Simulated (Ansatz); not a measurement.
# Na3Al (Fm-3m) in Ansatz: equation of state

How stiff is Na3Al in PBE, and what volume does it want? The cell is scaled to several volumes.

Program: Ansatz 0.2.0. These are calculated values, not measurements. Logs are shortened: lines on timing, memory, paths and dates and some standing lists are left out, and cuts for length are marked.

## Step 1: Starting point

It takes space group Fm-3m (No. 225, cubic). Conventional cell: a = 7.666 Å, b = 7.666 Å, c = 7.666 Å, α = 90.00°, β = 90.00°, γ = 90.00°. Around Al (site symmetry m-3m) lie 8 Na at 3.32 Å. Na (site symmetry m-3m) is surrounded by 8 Na at 3.32 Å. Na (site symmetry -43m) has 4 Al at 3.32 Å and 4 Na at 3.32 Å as nearest neighbours.

The cell comes from a database or a generator and needn't be the stable form of this composition.

## Step 2: Single point, PBE, 26.47 Å³/atom (volume scaled by 0.94)

input.yaml reads:

```yaml
crystal:
  lattice:
    - [0.0, 3.7547574731, 3.7547574731]
    - [3.7547574731, 0.0, 3.7547574731]
    - [3.7547574731, 3.7547574731, 0.0]
  atoms:
    - { symbol: Al, position: [0.0, 0.0, 0.0] }
    - { symbol: Na, position: [0.5, 0.5, 0.5] }
    - { symbol: Na, position: [0.75, 0.75, 0.75] }
    - { symbol: Na, position: [0.25, 0.25, 0.25] }
hamiltonian:
  xc: pbe
  pseudopotentials: { kind: paw }
kpoints:
  mp_grid: { grid: [6, 6, 6] }
scf:
  occupations: { method: fermi_dirac, width: 0.05 }
output:
  forces: true
  stress: true
  eigenvalues: true
```

Potentials or basis: Ansatz PAW.

Started as:

```bash
> ansatz run input.yaml --threads 2 --pin off --max-ram 5120MiB --backend cpu --events-out ev --progress --plain --runs-dir out
```

Log:

```text
Warning: RAYON_NUM_THREADS=2 ignored (pool sized by the plan → 2); use --threads N
Engine: ansatz 0.2.0, x86_64-unknown-linux-gnu
Pseudopotentials: kind: paw
Pseudopotential: Al, paw, valence charge 3, recommended cutoff 420 eV (normal), Al.paw.azcp
Pseudopotential: Na, paw, valence charge 9, recommended cutoff 420 eV (normal), Na.paw.azcp
Functional definition: PBE
  parameter kappa = 0.804
  parameter beta = 0.06672455060314922
  exchange = pbe_x(kappa = kappa, mu = beta*pi^2/3)
  correlation = pbe_c(beta = beta)
Crystal: 4 atoms, lattice volume = 105.871 Å³
Basis set: ecut = 420 eV, 2085 PW (Γ), exchange–correlation on 72×72×72 points (8 copies of the dense FFT grid, shifted against one another)
Bands: 19, of which v1, the nominal top of the filled ones, is band 15 counted from 1 (14 counted from 0)
Symmetry: 48 space group operations
Space group: Fm-3m (ITA 225), of the structure as read, at distance tolerance 4.7e-5 Å
k-points: 16 of 216
Non-local potential: Al, projectors of the file, l = 0: 2, l = 1: 2, l = 2: 1
Non-local potential: Na, projectors of the file, l = 0: 3, l = 1: 2, l = 2: 1
PAW form: soft (Blöchl's): semilocal exchange-correlation on the pseudo side does not see the compensation charge
PAW one-centre angular grid: Al, 110 points (default); XC on 64 Gauss nodes
PAW one-centre angular grid: Na, 110 points (default); XC on 64 Gauss nodes
Initial density: superposition of atomic densities (neutral atoms: chi_scale 0, normalization atom), corrected by the library's trained network
Initial wavefunctions: pseudopotential atomic-orbital guess
Functional: x = pbe(κ = 0.804, μ = 0.2195149727645171), c = pbe(β = 0.06672455060314922)
SCF iter   1: F=—  HF=-4996.045708 eV  |F-HF|=—  |Δ(HF+E_count)|=         —  Δρ=8.04e-4  dr2=6.35e-4  ethr=1.77e-3  ⟨swp⟩=5.8  Hψ=1414  notcnv=0
preconditioner: auto → Kerker (q_TF=auto, 2.211 Å⁻¹)  [metal: Δε(μ)=0.042 eV  Ē_g=4.651 eV  σ=0.050 eV  W_gap=0.21  n_scr=14 (ndim 8)  ℏωp=8.8 eV  f_vac=0.000  D(μ)=3.60/eV (n_scr^D=26)]
SCF iter   2: F=—  HF=-4996.044654 eV  |F-HF|=—  |Δ(HF+E_count)|=   1.05e-3  Δρ=4.95e-4  dr2=3.15e-4  ethr=2.12e-6  ⟨swp⟩=2.0  Hψ=642  notcnv=0
SCF iter   3: F=—  HF=-4996.044844 eV  |F-HF|=—  |Δ(HF+E_count)|=   1.90e-4  Δρ=2.71e-4  dr2=7.42e-5  ethr=1.05e-6  ⟨swp⟩=2.8  Hψ=526  notcnv=0
SCF iter   4: F=—  HF=-4996.044875 eV  |F-HF|=—  |Δ(HF+E_count)|=   3.09e-5  Δρ=9.12e-5  dr2=1.24e-5  ethr=2.47e-7  ⟨swp⟩=2.9  Hψ=543  notcnv=0
SCF iter   5: F=—  HF=-4996.044870 eV  |F-HF|=—  |Δ(HF+E_count)|=   5.14e-6  Δρ=5.17e-5  dr2=1.51e-6  ethr=4.14e-8  ⟨swp⟩=2.0  Hψ=542  notcnv=0
SCF iter   6: F=—  HF=-4996.044869 eV  |F-HF|=—  |Δ(HF+E_count)|=   8.24e-7  Δρ=9.31e-6  dr2=1.13e-7  ethr=5.02e-9  ⟨swp⟩=2.0  Hψ=542  notcnv=0
SCF iter   7: F=-4996.044869 eV  HF=-4996.044869 eV  |F-HF|=3.23e-8  |Δ(HF+E_count)|=   2.34e-8  Δρ=6.45e-6  dr2=2.84e-8  ethr=3.33e-10  ⟨swp⟩=4.2  Hψ=951  notcnv=0
SCF 1 converged in 7 iterations: F = -4996.044869 eV  dr2 = 2.84e-8
SCF converged after 7 iterations
Free energy (F): -4996.044869 eV
Harris-Foulkes:  -4996.044869 eV  (|F-HF|=3.23e-8)
Internal energy: -4996.017787 eV  (E = F + TS)
E sigma→0 (E₀):  -4996.031328 eV
Entropy (-TS):   -0.027082 eV (-6.770 meV/atom)
Fermi energy:    3.189669 eV
--- Per-component energies (eV) ---
  E_band       = -671.079893
  E_kinetic    = 381.264478
  E_local      = -4205.412421  (includes V_loc(G=0)·N_el)
  E_nonlocal   = 356.924958
  E_hartree    = 1547.375932
  E_xc         = -154.040348
  E_vxc        = -175.748451  (∫ρ·V_xc dr)
  E_paw        = -1256.568647  (= ΣΔE_a)
  E_vpaw       = -122.853410  (= ΣTr[D̂ρ^β])
  E_aug_tail   = -0.000100  (compensation charges beyond the density's cutoff)
  E_ewald      = -1665.561640
  E_smearing   = -0.027082  (= −TS)
  E_closure    = -0.000000  (closes the sum)
  Σ components = -4996.044869   (vs F -4996.044869, Δ=0.00e0)
--- Forces (eV/Å), atoms counted from 1 ---
  atom   1  Al    -0.00000000    -0.00000000    -0.00000000
  atom   2  Na     0.00000000    -0.00000000     0.00000000
  atom   3  Na     0.00000000    -0.00000000    -0.00000000
  atom   4  Na     0.00000000    -0.00000000     0.00000000
  max |Σ_I F_I| component: 2.08e-17 eV/Å
--- Stress (GPa, compression-positive) ---
        1.201173      -0.000000      -0.000000
        0.000000       1.201173       0.000000
       -0.000000      -0.000000       1.201173
  P = ⅓ Tr σ = 1.2012 GPa (12.012 kbar)
--- Band table (eV; the first three rows and the last of 16) ---
  k-point 0: bands = ["-49.5699", "-49.1028", "-49.1011", "-21.4953", "-21.4953", "-21.4953", "-21.0379", "-21.0379", "-21.0379", "-21.0207", "-21.0207", "-21.0207", "-2.3835", "4.3257", "4.3257", "4.3257", "5.0856", "6.5260", "6.5260"]
  k-point 1: bands = ["-49.5698", "-49.1027", "-49.1012", "-21.4955", "-21.4955", "-21.4954", "-21.0367", "-21.0367", "-21.0363", "-21.0227", "-21.0218", "-21.0218", "-2.2025", "2.9948", "4.1909", "4.1909", "5.6148", "6.7460", "6.7460"]
  k-point 2: bands = ["-49.5698", "-49.1024", "-49.1015", "-21.4960", "-21.4960", "-21.4957", "-21.0335", "-21.0335", "-21.0331", "-21.0268", "-21.0247", "-21.0247", "-1.7243", "1.5384", "4.0035", "4.0035", "5.4297", "6.2524", "6.2524"]
  k-point 15: bands = ["-49.5698", "-49.1021", "-49.1018", "-21.4973", "-21.4965", "-21.4951", "-21.0420", "-21.0379", "-21.0328", "-21.0246", "-21.0201", "-21.0192", "-0.9866", "1.5584", "2.3074", "2.3330", "5.1212", "6.2248", "7.5192"]
```

Wall time 2.1 s (2 threads of AMD EPYC, shared host); peak memory 0.36 GiB.

What came out:

* Free energy: -4996.0449 eV
* Pressure: 1.2 GPa
* Band gap on the k mesh: none (metal or under the smearing width)

## Step 3: Single point, PBE, 27.03 Å³/atom (volume scaled by 0.96)

Edit input.yaml of step 2 so:

```diff
@@ -2,5 +2,5 @@
   lattice:
-    - [0.0, 3.7547574731, 3.7547574731]
-    - [3.7547574731, 0.0, 3.7547574731]
-    - [3.7547574731, 3.7547574731, 0.0]
+    - [0.0, 3.7812002983, 3.7812002983]
+    - [3.7812002983, 0.0, 3.7812002983]
+    - [3.7812002983, 3.7812002983, 0.0]
   atoms:
```

Potentials or basis: Ansatz PAW.

Started as:

```bash
> ansatz run input.yaml --threads 2 --pin off --max-ram 5120MiB --backend cpu --events-out ev --progress --plain --runs-dir out
```

Run time: 2.1 s. Hardware: 2 threads of AMD EPYC, shared host; peak memory 0.39 GiB.

It converged, with:

```
Free energy            : -4996.0590 eV
Pressure               : 0.8 GPa
Band gap on the k mesh : none (metal or under the smearing width)
```

## Step 4: Single point, PBE, 27.59 Å³/atom (volume scaled by 0.98)

Edit input.yaml of step 3 so:

```diff
@@ -2,5 +2,5 @@
   lattice:
-    - [0.0, 3.7812002983, 3.7812002983]
-    - [3.7812002983, 0.0, 3.7812002983]
-    - [3.7812002983, 3.7812002983, 0.0]
+    - [0.0, 3.8072783658, 3.8072783658]
+    - [3.8072783658, 0.0, 3.8072783658]
+    - [3.8072783658, 3.8072783658, 0.0]
   atoms:
```

Started as:

```bash
> ansatz run input.yaml --threads 2 --pin off --max-ram 5120MiB --backend cpu --events-out ev --progress --plain --runs-dir out
```

Run time: 2.1 s. Hardware: 2 threads of AMD EPYC, shared host; peak memory 0.39 GiB.

It converged, with:

- Free energy: -4996.0678 eV
- Pressure: 0.5 GPa
- Band gap on the k mesh: none (metal or under the smearing width)

## Step 5: Single point, PBE, 28.16 Å³/atom

Edit input.yaml of step 4 so:

```diff
@@ -2,5 +2,5 @@
   lattice:
-    - [0.0, 3.8072783658, 3.8072783658]
-    - [3.8072783658, 0.0, 3.8072783658]
-    - [3.8072783658, 3.8072783658, 0.0]
+    - [0.0, 3.833004, 3.833004]
+    - [3.833004, 0.0, 3.833004]
+    - [3.833004, 3.833004, 0.0]
   atoms:
```

Started as:

```bash
> ansatz run input.yaml --threads 2 --pin off --max-ram 5120MiB --backend cpu --events-out ev --progress --plain --runs-dir out
```

Wall time 2.5 s (2 threads of AMD EPYC, shared host); peak memory 0.41 GiB.

Results (log left out):

```yaml
Free_energy: -4996.0720 eV
Pressure: 0.1 GPa
Band_gap_on_the_k_mesh: none (metal or under the smearing width)
```

## Step 6: Single point, PBE, 28.72 Å³/atom (volume scaled by 1.02)

Edit input.yaml of step 5 so:

```diff
@@ -2,5 +2,5 @@
   lattice:
-    - [0.0, 3.833004, 3.833004]
-    - [3.833004, 0.0, 3.833004]
-    - [3.833004, 3.833004, 0.0]
+    - [0.0, 3.8583888722, 3.8583888722]
+    - [3.8583888722, 0.0, 3.8583888722]
+    - [3.8583888722, 3.8583888722, 0.0]
   atoms:
```

Potentials or basis: Ansatz PAW.

Started as:

```bash
> ansatz run input.yaml --threads 2 --pin off --max-ram 5120MiB --backend cpu --events-out ev --progress --plain --runs-dir out
```

It took 2.3 s on 2 threads of AMD EPYC, shared host; peak memory 0.41 GiB.

The run converged. Its results:

```yaml
Free_energy: -4996.0718 eV
Pressure: -0.2 GPa
Band_gap_on_the_k_mesh: none (metal or under the smearing width)
```

## Step 7: Single point, PBE, 29.28 Å³/atom (volume scaled by 1.04)

Edit input.yaml of step 6 so:

```diff
@@ -2,5 +2,5 @@
   lattice:
-    - [0.0, 3.8583888722, 3.8583888722]
-    - [3.8583888722, 0.0, 3.8583888722]
-    - [3.8583888722, 3.8583888722, 0.0]
+    - [0.0, 3.8834440475, 3.8834440475]
+    - [3.8834440475, 0.0, 3.8834440475]
+    - [3.8834440475, 3.8834440475, 0.0]
   atoms:
@@ -21 +21,5 @@
   eigenvalues: true
+  write_density: true
+  write_potential: true
+  elf: true
+  volumetric_format: npy
```

Started as:

```bash
> ansatz run input.yaml --threads 2 --pin off --max-ram 5120MiB --backend cpu --events-out ev --progress --plain --runs-dir out
```

Wall time 4.6 s (2 threads of AMD EPYC, shared host); peak memory 0.41 GiB.

Results (log left out):

| Property | Result |
| --- | --- |
| Free energy | -4996.0678 eV |
| Pressure | -0.4 GPa |
| Band gap on the k mesh | none (metal or under the smearing width) |

## Step 8: Single point, PBE, 29.85 Å³/atom (volume scaled by 1.06)

Edit input.yaml of step 7 so:

```diff
@@ -2,5 +2,5 @@
   lattice:
-    - [0.0, 3.8834440475, 3.8834440475]
-    - [3.8834440475, 0.0, 3.8834440475]
-    - [3.8834440475, 3.8834440475, 0.0]
+    - [0.0, 3.9081800268, 3.9081800268]
+    - [3.9081800268, 0.0, 3.9081800268]
+    - [3.9081800268, 3.9081800268, 0.0]
   atoms:
@@ -21,5 +21 @@
   eigenvalues: true
-  write_density: true
-  write_potential: true
-  elf: true
-  volumetric_format: npy
```

Started as:

```bash
> ansatz run input.yaml --threads 2 --pin off --max-ram 5120MiB --backend cpu --events-out ev --progress --plain --runs-dir out
```

Wall time 2.4 s (2 threads of AMD EPYC, shared host); peak memory 0.41 GiB.

The run converged. Its results:

| Quantity | Value |
| --- | --- |
| Free energy | -4996.0603 eV |
| Pressure | -0.6 GPa |
| Band gap on the k mesh | none (metal or under the smearing width) |

## Step 9: Equation of state, PBE

Potentials or basis: Ansatz PAW.

This step only gathers the single runs of the series.

What came out:

* Equilibrium volume: 28.42 Å³/atom
* Bulk modulus: 14.6 GPa
* Pressure derivative of the bulk modulus: 4.1

Energy against volume, from the lowest point:
```tsv
volume (Å³/atom)	energy (meV/atom)
26.468	6.78
27.031	3.25
27.594	1.03
28.157	0.00
28.720	0.03
29.283	1.04
29.847	2.91
```
